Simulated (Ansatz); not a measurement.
# C2H6AlNS: the cost of one run

Program: Ansatz 0.2.0, Gaussian basis. Level of theory: the settings change from run to run. These are calculated values, not measurements.

### 1 The molecule

The geometry comes from an earlier relaxation with PBE0-D4 in a triple-zeta def2 set; it is a stationary point, not always the lowest conformer.

11 atoms, charge 0, spin multiplicity 1.

Atoms are counted from 1 here; the program's logs count them from 0.

Bond lengths: N1–C2 1.447 Å, N1–H6 1.012 Å, N1–H7 1.012 Å, C2–C3 1.476 Å, C2–H8 1.100 Å, C2–H9 1.103 Å, C3–Al4 1.961 Å, C3–S5 1.646 Å, Al4–S5 2.397 Å, Al4–H10 1.584 Å, Al4–H11 1.583 Å. Angles: C2–N1–H6 110.7°, C2–N1–H7 110.8°, H6–N1–H7 107.5°, N1–C2–C3 112.3°, N1–C2–H8 108.5°, N1–C2–H9 115.5°, C3–C2–H8 104.9°, C3–C2–H9 109.4°, H8–C2–H9 105.4°, C2–C3–Al4 152.3°, C2–C3–S5 124.9°, Al4–C3–S5 82.8°, C3–Al4–S5 42.9°, C3–Al4–H10 116.7°, C3–Al4–H11 117.7°, S5–Al4–H10 112.9°, S5–Al4–H11 113.2°, H10–Al4–H11 124.5° and more.

### 2 B2PLYP/x2c-TZVPPall

The input, in.yaml:

```yaml
crystal:
  periodic: [false, false, false]
  atoms:
    - {symbol: N, position_ang: [-0.736220, 1.643330, -0.084288]}
    - {symbol: C, position_ang: [-0.834688, 0.422169, 0.686459]}
    - {symbol: C, position_ang: [0.103037, -0.615364, 0.215776]}
    - {symbol: Al, position_ang: [1.681323, -1.202159, -0.788727]}
    - {symbol: S, position_ang: [0.031013, -2.206707, 0.629610]}
    - {symbol: H, position_ang: [-1.057513, 1.494955, -1.032403]}
    - {symbol: H, position_ang: [-1.310544, 2.370741, 0.321002]}
    - {symbol: H, position_ang: [-0.524729, 0.636580, 1.720175]}
    - {symbol: H, position_ang: [-1.846976, -0.008333, 0.767187]}
    - {symbol: H, position_ang: [1.465855, -1.539242, -2.321320]}
    - {symbol: H, position_ang: [3.094942, -1.052971, -0.092969]}
basis:
  gaussian: {orbitals: x2c-TZVPPall}
hamiltonian: {xc: {name: B2PLYP}}
output: {forces: true}
```

Started as:

```console
ansatz run in.yaml --threads 4 --pin off --events-out ev --progress --plain --max-ram 10444MiB
```

**Question.** How long does this run take on 4 threads of Intel Xeon 6975P-C, shared host, and how much memory does it need?

About 12 s, with a peak of 0.88 GiB.
